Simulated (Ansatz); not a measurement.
# Hf3O2: the cost of one run

Method: DFT PBE, scalar-relativistic, plane waves, PAW, in Ansatz 0.2.0.

1 further run of the same task is left out (it didn't finish).

### 1 The system as given

Symmetry: R-3m, No. 166, trigonal system. Conventional cell: a = 3.341 Å, b = 3.341 Å, c = 23.229 Å, α = 90.00°, β = 90.00°, γ = 120.00°. Hf (site symmetry -3m) is surrounded by 6 O at 2.47 Å. Hf (site symmetry 3m) has 3 O at 2.34 Å as nearest neighbours. O (site symmetry 3m) has 6 Hf at 2.34 to 2.47 Å as nearest neighbours.

As a file:

```cif
data_structure
_symmetry_space_group_name_H-M 'R-3m:H'
_symmetry_Int_Tables_number 166
_cell_length_a 3.3407
_cell_length_b 3.3407
_cell_length_c 23.2287
_cell_angle_alpha 90.000
_cell_angle_beta 90.000
_cell_angle_gamma 120.000
_cell_volume 224.51
loop_
_atom_site_label
_atom_site_type_symbol
_atom_site_symmetry_multiplicity
_atom_site_Wyckoff_symbol
_atom_site_fract_x
_atom_site_fract_y
_atom_site_fract_z
_atom_site_occupancy
Hf1 Hf 3 a 0.00000 0.00000 0.00000 1
Hf2 Hf 6 c 0.33333 0.66667 0.87617 1
O1 O 6 c 0.66667 0.33333 0.73333 1
```

(A quick probe on a coarse mesh, which set the mesh and smearing, is not shown.)

### 3 Rough relaxation on the coarse mesh

input.yaml reads:

```yaml
crystal:
  lattice:
    - [1.6703478344, 0.9643757718, 7.742909506]
    - [-1.6703478344, 0.9643757718, 7.742909506]
    - [0.0, -1.9287515437, 7.742909506]
  atoms:
    - { symbol: Hf, position: [0.0, 0.0, 0.0] }
    - { symbol: Hf, position: [0.2095, 0.2095, 0.2095] }
    - { symbol: Hf, position: [0.7905, 0.7905, 0.7905] }
    - { symbol: O, position: [0.4, 0.4, 0.4] }
    - { symbol: O, position: [0.6, 0.6, 0.6] }
basis:
  ecutwfc: 420
kpoints:
  mp_grid: { grid: [6, 6, 6] }
hamiltonian:
  xc: pbe
scf:
  occupations: { method: gaussian, width: 0.1 }
  lower_state_search: "off"
output:
  forces: true
  stress: true
  eigenvalues: true
relax:
  adjacent_minimum: "off"
  f_tol: 0.04
  max_steps: 70
  cell: { stress_tol: 0.4 }
```

Run with:

```bash
ansatz run input.yaml --threads 1 --pin off --max-ram 2560MiB --backend cpu --events-out ev --progress --plain --runs-dir out
```

**Question.** How long does this run take on 1 thread of Arm Neoverse V2, shared host, and how much memory does it need?

About 84 s, with a peak of 0.41 GiB.
